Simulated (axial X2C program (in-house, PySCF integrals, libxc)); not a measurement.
# Linear HGaH⁻ at several levels

One table from this session's results is given with a row withheld; the runs are named, their logs left out.

Program: an in-house X2C program for linear molecules on PySCF integrals. Level of theory: all-electron X2C, two-component (2c) or spin-free, H dyall-v3z, Ga dyall-v3z. These are calculated values, not measurements.

All values are calculated.

2 further runs of the same task are left out: 2 set aside as unsound or not needed.

Set-up of the first run:

Contents of task.json:

```json
{"zs": [1, 31, 1], "q": -1, "bas": ["dyall-v3z", "dyall-v3z", "dyall-v3z"], "r0": [1.56, 1.56], "symm": 1, "scan": ["PBE0", "HF", "BHandHLYP"], "levels": ["PBE0", "HF", "PBE"], "nst": 2}
```

Keys: zs atomic numbers; q charge; bas basis sets; r0 starting distance in Å; symm equal bonds; scan levels of the two-bond scan (MP2 follows by itself at each HF point); levels methods; nst determinants followed.

Run with:

```
$ python solin.py task.json out
```

Masses H 1.008, Ga 68.926, H 1.008 u.

Among the steps run: Scan at PBE0, 2c; Scan at HF, 2c; Scan at BHandHLYP, 2c.

One of the session's tables, all rows but one given; the rest of the session is left out.

| level | r(H–Ga) (Å) | r(Ga–H) (Å) | lower stretch (cm⁻¹) | upper stretch (cm⁻¹) |
| --- | --- | --- | --- | --- |
| PBE0, 2c | ? | ? | ? | ? |
| HF, 2c | 1.531 | 1.531 | 2081.5 | 2112.4 |
| BHandHLYP, 2c | 1.510 | 1.510 | 2119.5 | 2157.5 |
| MP2, 2c | 1.502 | 1.502 | 2138.0 | 2176.1 |
| PBE0, spin-free | 1.516 | 1.516 | 2074.5 | 2115.2 |
| HF, spin-free | 1.530 | 1.530 | 2082.4 | 2113.2 |
| BHandHLYP, spin-free | 1.509 | 1.509 | 2120.4 | 2158.4 |
| MP2, spin-free | 1.502 | 1.502 | 2139.0 | 2177.0 |

Estimate the missing values for PBE0, 2c.

As computed: r(H–Ga) (Å): 1.516; r(Ga–H) (Å): 1.516; lower stretch (cm⁻¹): 2073.6; upper stretch (cm⁻¹): 2114.3.

Scans not shown above were run alike.

Caveats from the session: For an anion the highest level of a functional can be positive, and the basis then holds the extra electron. The molecule was held linear; bending was not examined, so a bent shape may lie lower.
